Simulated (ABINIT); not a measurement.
# In3As (Pm-3m) in ABINIT: equation of state

How stiff is In3As in PBEsol, and what volume does it want? The cell is scaled to several volumes.

Everything below comes from runs of ABINIT 10.8.3 (patched build). Logs are shortened: lines on timing, memory, paths and dates and some standing lists are left out, and cuts for length are marked. The log counts tension as positive stress, the text compression.

## (1) Starting point

The structure is cubic, space group Pm-3m (No. 221). The conventional cell has a = 4.672 Å, b = 4.672 Å, c = 4.672 Å, α = 90.00°, β = 90.00°, γ = 90.00°. In (site symmetry 4/mmm) is surrounded by 8 In at 3.30 Å and 4 As at 3.30 Å. As (site symmetry m-3m) is surrounded by 12 In at 3.30 Å.

The cell comes from a database or a generator and needn't be the stable form of this composition.

## (2) Equation of state, PBEsol

The input, run.abi:

```
# Datasets: one volume each
ndtset 7
getwfk -1
scalecart1 3*0.9795861087
scalecart2 3*0.9864848297
scalecart3 3*0.9932883884
scalecart4 3*1.0000000000
scalecart5 3*1.0066227096
scalecart6 3*1.0131594038
scalecart7 3*1.0196128224

# Pseudopotentials
pp_dirpath "./"
pseudos "In.upf, As.upf"

# Structure
acell 8.8281976316 8.8281976316 8.8281976316
rprim
     1.0000000000     0.0000000000     0.0000000000
     0.0000000000     1.0000000000     0.0000000000
     0.0000000000     0.0000000000     1.0000000000
ntypat 2
znucl 49 33
natom 4
typat 1 1 1 2
xred
     0.5000000000     0.5000000000     0.0000000000
     0.5000000000     0.0000000000     0.5000000000
     0.0000000000     0.5000000000     0.5000000000
     0.0000000000     0.0000000000     0.0000000000

# Plane-wave basis
ecut 42.0

# k points
kptopt 1
ngkpt 6 6 6
nshiftk 1
shiftk 0.0 0.0 0.0

# Exchange and correlation
ixc -116133

# Bands and occupations
nband 33
occopt 3
tsmear 0.05 eV

# SCF cycle
nstep 100
tolvrs 1.0e-10

# Output
iomode 3
prtwf 1
prtden 0
prteig 0
prtebands 0
enunit 2
```

Potentials or basis: PseudoDojo NC SR PBEsol v0.4.1 standard.

Run with:

```
> abinit run.abi > log 2>&1
```

run.abo:

```text
.Version 10.8.3 of ABINIT
 DATASET    1 : space group Pm -3 m (#221); Bravais cP (primitive cubic)
================================================================================
 Values of the parameters that define the memory need for DATASET  1.
     intxc =       0    ionmov =       0      iscf =       7    lmnmax =       6
     lnmax =       6     mgfft =      54  mpssoang =       3    mqgrid =    3001
     natom =       4  nloc_mem =       1    nspden =       1   nspinor =       1
    nsppol =       1      nsym =      48    n1xccc =    2501    ntypat =       2
    occopt =       3   xclevel =       2
       mpw =        8441          nfft =      157464          nkpt =          20
================================================================================
================================================================================
[... 61 lines left out ...]
 DATASET    7 : space group Pm -3 m (#221); Bravais cP (primitive cubic)
================================================================================
 Values of the parameters that define the memory need for DATASET  7.
     intxc =       0    ionmov =       0      iscf =       7    lmnmax =       6
     lnmax =       6     mgfft =      54  mpssoang =       3    mqgrid =    3001
     natom =       4  nloc_mem =       1    nspden =       1   nspinor =       1
    nsppol =       1      nsym =      48    n1xccc =    2501    ntypat =       2
    occopt =       3   xclevel =       2
       mpw =        9504          nfft =      157464          nkpt =          20
================================================================================
================================================================================

--------------------------------------------------------------------------------
------------- Echo of variables that govern the present computation ------------
--------------------------------------------------------------------------------
 -outvars: echo values of preprocessed input variables --------
            acell      8.8281976316E+00  8.8281976316E+00  8.8281976316E+00 Bohr
              amu      1.14820000E+02  7.49215900E+01
             ecut      4.20000000E+01 Hartree
           enunit           2
           getwfk          -1
              ixc     -116133
           jdtset        1    2    3    4    5    6    7
         kptrlatt        6    0    0      0    6    0      0    0    6
          kptrlen1     5.18878786E+01
          kptrlen2     5.22532982E+01
          kptrlen3     5.26136772E+01
          kptrlen4     5.29691858E+01
          kptrlen5     5.33199853E+01
          kptrlen6     5.36662287E+01
          kptrlen7     5.40080610E+01
            natom           4
            nband          33
           ndtset           7
            ngfft          54      54      54
             nkpt          20
            nstep         100
             nsym          48
           ntypat           2
           occopt           3
           prtden           0
        prtebands           0
           prteig           0
            rprim1     9.7958610870E-01  0.0000000000E+00  0.0000000000E+00
                       0.0000000000E+00  9.7958610870E-01  0.0000000000E+00
                       0.0000000000E+00  0.0000000000E+00  9.7958610870E-01
            rprim2     9.8648482970E-01  0.0000000000E+00  0.0000000000E+00
                       0.0000000000E+00  9.8648482970E-01  0.0000000000E+00
                       0.0000000000E+00  0.0000000000E+00  9.8648482970E-01
            rprim3     9.9328838840E-01  0.0000000000E+00  0.0000000000E+00
                       0.0000000000E+00  9.9328838840E-01  0.0000000000E+00
                       0.0000000000E+00  0.0000000000E+00  9.9328838840E-01
            rprim4     1.0000000000E+00  0.0000000000E+00  0.0000000000E+00
                       0.0000000000E+00  1.0000000000E+00  0.0000000000E+00
                       0.0000000000E+00  0.0000000000E+00  1.0000000000E+00
            rprim5     1.0066227096E+00  0.0000000000E+00  0.0000000000E+00
                       0.0000000000E+00  1.0066227096E+00  0.0000000000E+00
                       0.0000000000E+00  0.0000000000E+00  1.0066227096E+00
            rprim6     1.0131594038E+00  0.0000000000E+00  0.0000000000E+00
                       0.0000000000E+00  1.0131594038E+00  0.0000000000E+00
                       0.0000000000E+00  0.0000000000E+00  1.0131594038E+00
            rprim7     1.0196128224E+00  0.0000000000E+00  0.0000000000E+00
                       0.0000000000E+00  1.0196128224E+00  0.0000000000E+00
                       0.0000000000E+00  0.0000000000E+00  1.0196128224E+00
          spgroup         221
           tolvrs      1.00000000E-10
           tsmear      1.83746611E-03 Hartree
            typat      1  1  1  2
           xangst1     2.2881569044E+00  2.2881569044E+00  0.0000000000E+00
                       2.2881569044E+00  0.0000000000E+00  2.2881569044E+00
                       0.0000000000E+00  2.2881569044E+00  2.2881569044E+00
                       0.0000000000E+00  0.0000000000E+00  0.0000000000E+00
           xangst2     2.3042712163E+00  2.3042712163E+00  0.0000000000E+00
                       2.3042712163E+00  0.0000000000E+00  2.3042712163E+00
                       0.0000000000E+00  2.3042712163E+00  2.3042712163E+00
                       0.0000000000E+00  0.0000000000E+00  0.0000000000E+00
           xangst3     2.3201632442E+00  2.3201632442E+00  0.0000000000E+00
                       2.3201632442E+00  0.0000000000E+00  2.3201632442E+00
                       0.0000000000E+00  2.3201632442E+00  2.3201632442E+00
                       0.0000000000E+00  0.0000000000E+00  0.0000000000E+00
           xangst4     2.3358404984E+00  2.3358404984E+00  0.0000000000E+00
                       2.3358404984E+00  0.0000000000E+00  2.3358404984E+00
                       0.0000000000E+00  2.3358404984E+00  2.3358404984E+00
                       0.0000000000E+00  0.0000000000E+00  0.0000000000E+00
           xangst5     2.3513100917E+00  2.3513100917E+00  0.0000000000E+00
[... 24 lines left out ...]
                       4.4140988158E+00  0.0000000000E+00  4.4140988158E+00
                       0.0000000000E+00  4.4140988158E+00  4.4140988158E+00
                       0.0000000000E+00  0.0000000000E+00  0.0000000000E+00
            xcart5     4.4433321104E+00  4.4433321104E+00  0.0000000000E+00
                       4.4433321104E+00  0.0000000000E+00  4.4433321104E+00
                       0.0000000000E+00  4.4433321104E+00  4.4433321104E+00
                       0.0000000000E+00  0.0000000000E+00  0.0000000000E+00
            xcart6     4.4721857245E+00  4.4721857245E+00  0.0000000000E+00
                       4.4721857245E+00  0.0000000000E+00  4.4721857245E+00
                       0.0000000000E+00  4.4721857245E+00  4.4721857245E+00
                       0.0000000000E+00  0.0000000000E+00  0.0000000000E+00
            xcart7     4.5006717519E+00  4.5006717519E+00  0.0000000000E+00
                       4.5006717519E+00  0.0000000000E+00  4.5006717519E+00
                       0.0000000000E+00  4.5006717519E+00  4.5006717519E+00
                       0.0000000000E+00  0.0000000000E+00  0.0000000000E+00
             xred      5.0000000000E-01  5.0000000000E-01  0.0000000000E+00
                       5.0000000000E-01  0.0000000000E+00  5.0000000000E-01
                       0.0000000000E+00  5.0000000000E-01  5.0000000000E-01
                       0.0000000000E+00  0.0000000000E+00  0.0000000000E+00
            znucl       49.00000   33.00000

================================================================================

 chkinp: Checking input parameters for consistency, jdtset=   1.

 chkinp: Checking input parameters for consistency, jdtset=   2.
[... 29 lines left out ...]
 getcut: wavevector=  0.0000  0.0000  0.0000  ngfft=  54  54  54
         ecut(hartree)=     42.000   => boxcut(ratio)=   2.14037

--- Pseudopotential description ------------------------------------------------
- pspini: atom type   1  psp file is ./In.upf
12 -116133 2 -1 1940                          pspcod,pspxc,lmax,lloc,mmax
     nproj     2     2     2

- pspini: atom type   2  psp file is ./As.upf
12 -116133 2 -1 1342                          pspcod,pspxc,lmax,lloc,mmax
     nproj     2     2     2

   5.63387886E+03                                ecore*ucvol(ha*bohr**3)
--------------------------------------------------------------------------------

================================================================================

--- !BeginCycle
iteration_state: {dtset: 1, }
solver: {iscf: 7, nstep: 100, nline: 4, wfoptalg: 0, }
tolerances: {tolvrs: 1.00E-10, }
...
[... 1246 lines left out ...]
-Cartesian components of stress tensor (GPa)         [Pressure= -4.2705E+00 GPa]
- sigma(1 1)=  4.27052592E+00  sigma(3 2)=  0.00000000E+00
- sigma(2 2)=  4.27052592E+00  sigma(3 1)=  0.00000000E+00
- sigma(3 3)=  4.27052592E+00  sigma(2 1)=  0.00000000E+00

== END DATASET(S) ==============================================================
================================================================================

 -outvars: echo values of variables after computation  --------
            acell      8.8281976316E+00  8.8281976316E+00  8.8281976316E+00 Bohr
           etotal1    -3.0481485337E+02
           etotal2    -3.0481479946E+02
           etotal3    -3.0481428840E+02
           etotal4    -3.0481337338E+02
           etotal5    -3.0481210166E+02
           etotal6    -3.0481051460E+02
           etotal7    -3.0480864844E+02
            fcart1    -0.0000000000E+00 -0.0000000000E+00 -0.0000000000E+00
                      -0.0000000000E+00 -0.0000000000E+00 -0.0000000000E+00
                      -0.0000000000E+00 -0.0000000000E+00 -0.0000000000E+00
                      -0.0000000000E+00 -0.0000000000E+00 -0.0000000000E+00
            fcart2    -0.0000000000E+00 -0.0000000000E+00 -0.0000000000E+00
                      -0.0000000000E+00 -0.0000000000E+00 -0.0000000000E+00
                      -0.0000000000E+00 -0.0000000000E+00 -0.0000000000E+00
                      -0.0000000000E+00 -0.0000000000E+00 -0.0000000000E+00
            fcart3    -0.0000000000E+00 -0.0000000000E+00 -0.0000000000E+00
                      -0.0000000000E+00 -0.0000000000E+00 -0.0000000000E+00
[... 66 lines left out ...]
                       2.3358404984E+00  0.0000000000E+00  2.3358404984E+00
                       0.0000000000E+00  2.3358404984E+00  2.3358404984E+00
                       0.0000000000E+00  0.0000000000E+00  0.0000000000E+00
           xangst5     2.3513100917E+00  2.3513100917E+00  0.0000000000E+00
                       2.3513100917E+00  0.0000000000E+00  2.3513100917E+00
                       0.0000000000E+00  2.3513100917E+00  2.3513100917E+00
                       0.0000000000E+00  0.0000000000E+00  0.0000000000E+00
           xangst6     2.3665787667E+00  2.3665787667E+00  0.0000000000E+00
                       2.3665787667E+00  0.0000000000E+00  2.3665787667E+00
                       0.0000000000E+00  2.3665787667E+00  2.3665787667E+00
                       0.0000000000E+00  0.0000000000E+00  0.0000000000E+00
           xangst7     2.3816529233E+00  2.3816529233E+00  0.0000000000E+00
                       2.3816529233E+00  0.0000000000E+00  2.3816529233E+00
                       0.0000000000E+00  2.3816529233E+00  2.3816529233E+00
                       0.0000000000E+00  0.0000000000E+00  0.0000000000E+00
             xred      5.0000000000E-01  5.0000000000E-01  0.0000000000E+00
                       5.0000000000E-01  0.0000000000E+00  5.0000000000E-01
                       0.0000000000E+00  5.0000000000E-01  5.0000000000E-01
                       0.0000000000E+00  0.0000000000E+00  0.0000000000E+00
 Calculation completed.
```

Wall time 43 min (1 thread of Arm Neoverse N1, shared host); peak memory 0.22 GiB.

Results:

```
Equilibrium volume                      : 24.16 Å³/atom
Bulk modulus                            : 50 GPa
Pressure derivative of the bulk modulus : 4.8
```

Energy against volume, from the lowest point:
```tsv
volume (Å³/atom)	energy (meV/atom)
23.960	0.00
24.470	0.37
24.980	3.84
25.489	10.07
25.999	18.72
26.509	29.52
27.019	42.21
```

Caveat: pressures at fixed basis lie under the slope of the energies.
